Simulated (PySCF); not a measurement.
# CoH₆O₃ (+3): ligand-field states, part 2 of 2

PySCF 2.14.0. Atoms count from 0. Earlier steps stand in the parts before.

## 5. Ligand-field states: state-averaged CASSCF (pyramidal angle at 105°)

The job: settings as JSON, then the geometry in Å.

```
{"job": {"kind": "lf", "basis": {"metal": "x2c-TZVPall", "ligand": "x2c-SVPall"}, "nevpt": true, "reuse": true}, "charge": 3, "metal": "Co", "open_shell": "d6"}
Co     0.000000     0.000000     0.000000
O      1.729007     0.000000    -0.463286
H      2.284415     0.775000    -0.612107
H      2.284415    -0.775000    -0.612107
O     -0.864504     1.497364    -0.463286
H     -1.813377     1.590861    -0.612107
H     -0.471038     2.365861    -0.612107
O     -0.864504    -1.497364    -0.463286
H     -0.471038    -2.365861    -0.612107
H     -1.813377    -1.590861    -0.612107
```

Method: state-averaged CASSCF of the metal d shell, SC-NEVPT2 on the averaged canonical orbitals, state-interaction spin-orbit coupling.

The program printed:

```text
basis functions 120, electrons 54, active (6e, 5o)
start from the orbitals of the previous structure
stage 1: DIIS on the effective Fock matrix, level shift 0.30
cycle   1  E = -1617.6396216251  dE = -1.618e+03  max|g| = 1.056e+00
cycle   2  E = -1618.2170924557  dE = -5.775e-01  max|g| = 2.874e-01
cycle   3  E = -1618.3648255310  dE = -1.477e-01  max|g| = 3.398e-01
cycle   4  E = -1618.3190148209  dE =  4.581e-02  max|g| = 2.352e-01
cycle   5  E = -1618.3623089700  dE = -4.329e-02  max|g| = 1.655e-01
cycle   6  E = -1618.4045784611  dE = -4.227e-02  max|g| = 1.281e-01
cycle   7  E = -1618.4072212783  dE = -2.643e-03  max|g| = 1.181e-01
cycle   8  E = -1618.4178699124  dE = -1.065e-02  max|g| = 6.806e-02
cycle   9  E = -1618.2761917906  dE =  1.417e-01  max|g| = 3.120e-01
cycle  10  E = -1617.7092270733  dE =  5.670e-01  max|g| = 6.724e-01
cycle  11  E = -1616.9829316214  dE =  7.263e-01  max|g| = 1.048e+00
cycle  12  E = -1616.1704146408  dE =  8.125e-01  max|g| = 1.407e+00
cycle  13  E = -1615.4052693593  dE =  7.651e-01  max|g| = 1.714e+00
cycle  14  E = -1614.7900764724  dE =  6.152e-01  max|g| = 1.906e+00
cycle  15  E = -1614.3841375066  dE =  4.059e-01  max|g| = 2.014e+00
stage 2: quasi-Newton rotations from the point of smallest gradient
cycle  17  E = -1618.4276281821  dE = -9.758e-03  max|g| = 9.600e-02
cycle  18  E = -1618.4321998694  dE = -4.572e-03  max|g| = 1.247e-02
cycle  19  E = -1618.4323531890  dE = -1.533e-04  max|g| = 1.621e-03
cycle  20  E = -1618.4323607564  dE = -7.567e-06  max|g| = 5.141e-04
cycle  21  E = -1618.4323613376  dE = -5.813e-07  max|g| = 1.763e-04
cycle  22  E = -1618.4323613876  dE = -5.002e-08  max|g| = 5.724e-05
cycle  23  E = -1618.4323613935  dE = -5.818e-09  max|g| = 1.862e-05
cycle  24  E = -1618.4323613939  dE = -4.090e-10  max|g| = 3.003e-06
converged average energy = -1618.4323613939

 mult deg   label        CASSCF/cm-1   NEVPT2/cm-1
   5   1   5A1                 0.0           0.0
   5   2   5E                198.4        1046.8
   5   2   5E               6931.6        8800.6
   3   2   3E              19145.7       16523.0
   3   1   3A2             20398.0       17211.7
   3   2   3E              21626.6       19488.7
   1   1   1A1             27440.5       22228.9
   3   2   3E              23965.3       22632.2
   3   1   3A1             24025.7       23043.5
   3   1   3A1             26493.0       23327.1
   3   1   3A2             24299.8       23446.9
   3   2   3E              25640.7       24749.2
   3   2   3E              26608.9       25075.7
   3   1   3A2             27359.8       25783.9
   1   1   1A2             30967.1       27592.9
   1   2   1E              30702.2       27645.7
   3   2   3E              29359.9       28257.5
   3   1   3A1             29972.7       28353.0
   3   2   3E              30474.0       29270.3
   3   1   3A2             30492.6       29960.1
   3   1   3A2             32134.6       30689.8
   3   2   3E              32360.5       30923.4
   1   2   1E              33483.4       31753.8
   3   2   3E              33395.2       32849.7
   1   1   1A1             34637.1       33029.3
   1   2   1E              35708.6       34647.2
   3   1   3A1             35272.0       35076.1
   1   1   1A1             36414.0       35254.1
   3   1   3A2             35089.8       35285.3
   1   2   1E              36596.6       35395.2
   3   2   3E              35914.4       35752.9
   3   2   3E              39358.2       36514.2
   1   1   1A2             37192.4       36762.4
   1   1   1A1             39014.5       38290.2
   3   1   3A1             41169.8       38589.2
   1   2   1E              40324.3       38983.1
   3   2   3E              42310.8       40214.6
   1   1   1A1             42447.0       40432.1
   1   2   1E              41302.0       40801.7
   1   2   1E              43721.2       40882.2
   1   1   1A2             42254.9       41399.8
   1   2   1E              44245.8       41886.4
   1   1   1A1             47367.1       44025.1
   1   1   1A2             50551.0       44819.9
   1   2   1E              50425.6       46081.7
   1   1   1A1             50403.8       47301.7
   1   1   1A1             52470.9       47729.4
   1   2   1E              55452.7       50539.4
   1   2   1E              57921.9       53616.7
   1   1   1A2             58445.2       53805.3
   3   1   3A2             61363.8       54262.8
   3   2   3E              62546.3       55545.5
   3   1   3A1             62336.0       55801.4
   3   1   3A2             64323.2       56815.2
   3   2   3E              66174.1       59909.7
   1   2   1E              70441.4       62341.1
   3   2   3E              69721.8       63138.6
   1   1   1A1             70944.5       63476.6
   3   1   3A2             72041.4       66404.9
   1   1   1A2             73592.4       67428.6

spin-orbit levels / cm-1
      0.00  x1  5A1 0.86 5E 0.13
     31.10  x2  5A1 0.87 5E 0.12
    132.48  x2  5A1 0.92 5E 0.08
   1111.41  x1  5E 0.99
   1112.70  x1  5E 0.99
   1269.20  x2  5E 0.92 5A1 0.08
   1315.62  x2  5E 0.98
   1327.09  x1  5E 1.00
   1487.50  x2  5E 0.89 5A1 0.10
   1510.51  x1  5E 0.86 5A1 0.13
   8648.35  x2  5E 0.99
   8842.06  x1  5E 1.00
   8846.74  x1  5E 1.00
   9033.41  x2  5E 1.00
   9216.32  x2  5E 1.00
   9393.81  x1  5E 0.99
   9394.03  x1  5E 0.99
  16569.33  x2  3E 0.98
  16599.73  x2  3E 0.86 3A2 0.13
  16619.31  x1  3E 0.81 3A2 0.18
  16873.80  x1  3E 0.99
  17484.59  x1  3A2 0.79 3E 0.16
  17566.84  x2  3A2 0.86 3E 0.13
  19603.30  x1  3E 0.96
  19673.89  x1  3E 0.99
  19684.89  x2  3E 0.98
  19722.55  x2  3E 0.98
  22564.95  x1  1A1 0.61 3E 0.32
  22757.62  x2  3E 0.92
  22765.38  x1  3E 0.97
```

Wall time 5.2 s (1 thread of Arm Neoverse V2, shared host); peak memory 0.28 GiB.

Key values:

| quantity | value |
| --- | --- |
| spin-orbit constant ζ | 541 cm⁻¹ |

Powder susceptibility:

```
T (K)  χT (cm³ K/mol)  μ(eff)
    2           0.393    1.77
   20           3.050    4.94
  100           4.049    5.69
  300           4.173    5.78
```

## 6. Ligand-field states: state-averaged CASSCF (pyramidal angle at 110°)

The job: settings as JSON, then the geometry in Å.

```
{"job": {"kind": "lf", "basis": {"metal": "x2c-TZVPall", "ligand": "x2c-SVPall"}, "nevpt": true, "reuse": true}, "charge": 3, "metal": "Co", "open_shell": "d6"}
Co     0.000000     0.000000     0.000000
O      1.682050     0.000000    -0.612216
H      2.222373     0.775000    -0.808878
H      2.222373    -0.775000    -0.808878
O     -0.841025     1.456698    -0.612216
H     -1.782356     1.537132    -0.808878
H     -0.440017     2.312132    -0.808878
O     -0.841025    -1.456698    -0.612216
H     -0.440017    -2.312132    -0.808878
H     -1.782356    -1.537132    -0.808878
```

Method: state-averaged CASSCF of the metal d shell, SC-NEVPT2 on the averaged canonical orbitals, state-interaction spin-orbit coupling.

The program printed:

```text
basis functions 120, electrons 54, active (6e, 5o)
start from the orbitals of the previous structure
stage 1: DIIS on the effective Fock matrix, level shift 0.30
cycle   1  E = -1617.5914784466  dE = -1.618e+03  max|g| = 1.021e+00
cycle   2  E = -1618.1453560744  dE = -5.539e-01  max|g| = 3.254e-01
cycle   3  E = -1618.3297382535  dE = -1.844e-01  max|g| = 4.457e-01
cycle   4  E = -1618.3391678260  dE = -9.430e-03  max|g| = 1.982e-01
cycle   5  E = -1618.3875298759  dE = -4.836e-02  max|g| = 1.007e-01
cycle   6  E = -1618.4033923304  dE = -1.586e-02  max|g| = 1.351e-01
cycle   7  E = -1618.3660072436  dE =  3.739e-02  max|g| = 9.834e-02
cycle   8  E = -1618.3865755950  dE = -2.057e-02  max|g| = 1.050e-01
cycle   9  E = -1618.4137814348  dE = -2.721e-02  max|g| = 1.045e-01
cycle  10  E = -1618.4126647113  dE =  1.117e-03  max|g| = 5.923e-02
cycle  11  E = -1618.3986355197  dE =  1.403e-02  max|g| = 1.090e-01
cycle  12  E = -1618.2704260538  dE =  1.282e-01  max|g| = 3.153e-01
cycle  13  E = -1617.8782558713  dE =  3.922e-01  max|g| = 6.412e-01
cycle  14  E = -1617.2679022489  dE =  6.104e-01  max|g| = 9.301e-01
cycle  15  E = -1616.8193906186  dE =  4.485e-01  max|g| = 1.218e+00
stage 2: quasi-Newton rotations from the point of smallest gradient
cycle  17  E = -1618.4249912318  dE = -1.233e-02  max|g| = 2.127e-02
cycle  18  E = -1618.4258319110  dE = -8.407e-04  max|g| = 1.701e-02
cycle  19  E = -1618.4260210073  dE = -1.891e-04  max|g| = 5.669e-03
cycle  20  E = -1618.4260511478  dE = -3.014e-05  max|g| = 6.603e-04
cycle  21  E = -1618.4260525352  dE = -1.387e-06  max|g| = 3.111e-04
cycle  22  E = -1618.4260526593  dE = -1.241e-07  max|g| = 6.835e-05
cycle  23  E = -1618.4260526721  dE = -1.276e-08  max|g| = 2.015e-05
cycle  24  E = -1618.4260526729  dE = -8.815e-10  max|g| = 5.104e-06
converged average energy = -1618.4260526729

 mult deg   label        CASSCF/cm-1   NEVPT2/cm-1
   5   1   5A1                 0.0           0.0
   5   2   5E                -32.4          55.5
   5   2   5E               6994.0        8726.3
   3   2   3E              17747.2       13876.3
   3   1   3A2             19008.5       14998.5
   3   2   3E              20648.2       17869.6
   1   1   1A1             24515.0       18050.0
   3   1   3A1             25141.7       21404.6
   3   2   3E              23695.9       21799.6
   3   1   3A2             23601.4       21838.9
   3   1   3A1             23957.8       22685.7
   3   2   3E              26423.7       24389.6
   3   2   3E              25773.8       24419.9
   3   1   3A2             27125.6       24609.8
   1   2   1E              28874.8       24783.9
   1   1   1A2             29436.6       25438.1
   3   2   3E              29491.5       27045.9
   3   1   3A1             30093.3       28037.1
   1   2   1E              32734.6       30300.8
   3   2   3E              32249.8       30706.3
   3   2   3E              31066.4       30710.3
   3   1   3A2             31084.2       30872.4
   3   1   3A2             32520.4       31252.3
   3   2   3E              33371.7       32646.1
   1   1   1A1             34446.7       32726.2
   1   2   1E              35414.7       33241.8
   1   1   1A1             36205.2       34266.6
   1   2   1E              36726.1       34988.4
   3   1   3A1             35836.6       35422.3
   3   2   3E              38954.3       36041.7
   3   1   3A2             36309.8       36126.2
   1   1   1A2             37479.5       36480.2
   1   1   1A1             38646.0       36863.1
   3   2   3E              37247.3       37035.5
   3   1   3A1             40476.6       37481.0
   1   2   1E              39943.8       37621.7
   1   2   1E              44186.1       39941.0
   3   2   3E              42587.9       40214.5
   1   1   1A1             43144.6       40943.8
   1   2   1E              41862.7       40960.8
   1   1   1A2             42455.4       41631.5
   1   1   1A1             47041.7       42238.0
   1   2   1E              44742.4       43958.1
   1   1   1A2             51419.8       45952.0
   1   2   1E              51701.2       47400.0
   1   1   1A1             50944.6       48492.3
   1   1   1A1             53413.9       49903.0
   1   2   1E              55535.0       50489.3
   1   1   1A2             57654.7       52627.3
   1   2   1E              57712.5       53153.6
   3   1   3A2             61511.0       53979.4
   3   2   3E              62406.8       54867.5
   3   1   3A1             63264.7       56758.9
   3   1   3A2             64318.3       56844.0
   3   2   3E              66673.4       60326.9
   1   2   1E              69509.3       61055.8
   3   2   3E              68742.2       61788.6
   1   1   1A1             69980.2       62016.6
   3   1   3A2             70900.4       64412.5
   1   1   1A2             73881.1       67127.3

spin-orbit levels / cm-1
      0.00  x1  5A1 0.54 5E 0.46
     40.01  x2  5A1 0.53 5E 0.46
    185.21  x2  5A1 0.51 5E 0.48
    446.14  x1  5E 0.99
    457.98  x1  5E 0.99
    517.21  x2  5E 1.00
    534.27  x1  5E 1.00
    755.11  x2  5E 0.51 5A1 0.48
    902.06  x2  5E 0.53 5A1 0.46
    941.67  x1  5E 0.54 5A1 0.46
   8922.28  x2  5E 0.99
   9058.38  x1  5E 1.00
   9064.02  x1  5E 0.99
   9196.76  x2  5E 1.00
   9329.84  x2  5E 1.00
   9461.21  x1  5E 0.99
   9461.43  x1  5E 0.99
  14189.12  x2  3E 0.99
  14239.54  x1  3E 0.91 3A2 0.06
  14252.24  x2  3E 0.93 3A2 0.07
  14480.45  x1  3E 0.99
  15368.12  x1  3A2 0.88 1A1 0.06 3E 0.04
  15560.89  x2  3A2 0.93 3E 0.07
  18137.12  x1  3E 0.75 1A1 0.21
  18257.30  x2  3E 0.98
  18335.89  x2  3E 0.99
  18337.18  x1  3E 0.99
  19050.31  x1  1A1 0.70 3E 0.25
  21671.99  x2  3A1 0.76 3A2 0.19
  21733.67  x1  3A1 0.88 3E 0.06 3E 0.05
```

Run time: 5.1 s. Hardware: 1 thread of Arm Neoverse V2, shared host; peak memory 0.28 GiB.

Warnings kept with the result: spin Hamiltonian not valid, low-lying orbital states.

Key values:

```
             quantity     value
spin-orbit constant ζ  542 cm⁻¹
```

Powder susceptibility:

```
T (K)  χT (cm³ K/mol)  μ(eff)
    2           0.334    1.63
   20           2.908    4.82
  100           4.378    5.92
  300           4.458    5.97
```

## 7. Ligand field across the series

From the NEVPT2 states (cm⁻¹; the spread is that of the fitted one-electron ligand-field levels):

| step | setting | ground state | next state | orbital spread | Racah B | ζ | μ(eff), 300 K |
| --- | --- | --- | --- | --- | --- | --- | --- |
| 2 | as given | 5A1' | 5E'' at 2441 | 7954 | 1011 | 539 | 5.45 |
| 3 | pyramidal angle at 95 | 5A1 | 5E at 2282 | 7852 | 1010 | 540 | 5.47 |
| 4 | pyramidal angle at 100 | 5A1 | 5E at 1808 | 7853 | 1010 | 540 | 5.56 |
| 5 | pyramidal angle at 105 | 5A1 | 5E at 1047 | 7873 | 1017 | 541 | 5.78 |
| 6 | pyramidal angle at 110 | 5A1 | 5E at 56 | 8178 | 1021 | 542 | 5.97 |

## 8. Summary of results

What follows sums up all 2 parts.

| quantity | value |
| --- | --- |
| spin-orbit constant ζ (step 2, state-averaged CASSCF) | 539 cm⁻¹ |
| ground multiplicity, μ(eff) at 300 K (step 2, 3 donors at 1.79 Å) | 5, 5.45 μB |
| ground multiplicity, μ(eff) at 300 K (step 3, 3 donors at 1.79 Å) | 5, 5.47 μB |
| ground multiplicity, μ(eff) at 300 K (step 4, 3 donors at 1.79 Å) | 5, 5.56 μB |
| ground multiplicity, μ(eff) at 300 K (step 5, 3 donors at 1.79 Å) | 5, 5.78 μB |
| ground multiplicity, μ(eff) at 300 K (step 6, 3 donors at 1.79 Å) | 5, 5.97 μB |

In step 2, χT goes from 0.50 at 2 K to 3.71 cm³ K/mol at 300 K, as higher levels fill or mix in.
